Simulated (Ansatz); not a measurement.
# MgTiN: the cost of one run

Method: DFT PBE, scalar-relativistic, plane waves, PAW, in Ansatz 0.2.0.

## Step 1: Starting point

It takes space group P4/mmm (No. 123, tetragonal). Conventional cell: a = 3.276 Å, b = 3.276 Å, c = 3.455 Å, α = 90.00°, β = 90.00°, γ = 90.00°. Mg (site symmetry 4/mmm) has 4 N at 2.32 Å in its first shell of neighbours. Ti (site symmetry 4/mmm) is surrounded by 2 N at 1.73 Å. N (site symmetry 4/mmm) is surrounded by 2 Ti at 1.73 Å and 4 Mg at 2.32 Å.

As a file:

```cif
data_structure
_symmetry_space_group_name_H-M 'P 1'
_symmetry_Int_Tables_number 1
_cell_length_a 3.2761
_cell_length_b 3.2761
_cell_length_c 3.4553
_cell_angle_alpha 90.000
_cell_angle_beta 90.000
_cell_angle_gamma 90.000
_cell_volume 37.09
loop_
_atom_site_label
_atom_site_type_symbol
_atom_site_fract_x
_atom_site_fract_y
_atom_site_fract_z
_atom_site_occupancy
Mg1 Mg 0.00000 0.00000 0.00000 1
Ti1 Ti 0.50000 0.50000 0.50000 1
N1 N 0.50000 0.50000 0.00000 1
```

A structure generator made this guess: species swapped into a database cell of MgNiH (P4/mmm, No. 123), with Ti on the Ni sites and N on the H sites. The dimensions are guesses.

## Step 2: Probe: one point on a coarse mesh

Contents of input.yaml:

```yaml
crystal:
  lattice:
    - [3.27610558, 0.0, 0.0]
    - [0.0, 3.27610558, 0.0]
    - [0.0, 0.0, 3.45529495]
  atoms:
    - { symbol: Mg, position: [0.0, 0.0, 0.0] }
    - { symbol: Ti, position: [0.5, 0.5, 0.5], spin: 1.0 }
    - { symbol: "N", position: [0.5, 0.5, 0.0] }
basis:
  ecutwfc: 420
kpoints:
  mp_grid: { grid: [6, 6, 6] }
hamiltonian:
  xc: pbe
scf:
  occupations: { method: gaussian, width: 0.1 }
  lower_state_search: "off"
output:
  forces: true
  stress: true
  eigenvalues: true
  populations: true
magnetization:
  spin_polarized: true
```

The run is started by

```
ansatz run input.yaml --threads 1 --pin off --max-ram 2560MiB --backend cpu --events-out ev --progress --plain --runs-dir out
```

What time and memory should one allow on 1 thread of Intel Xeon at 2.50GHz (Skylake/Cascade Lake), shared host?

About 10 s, with a peak of 0.35 GiB.
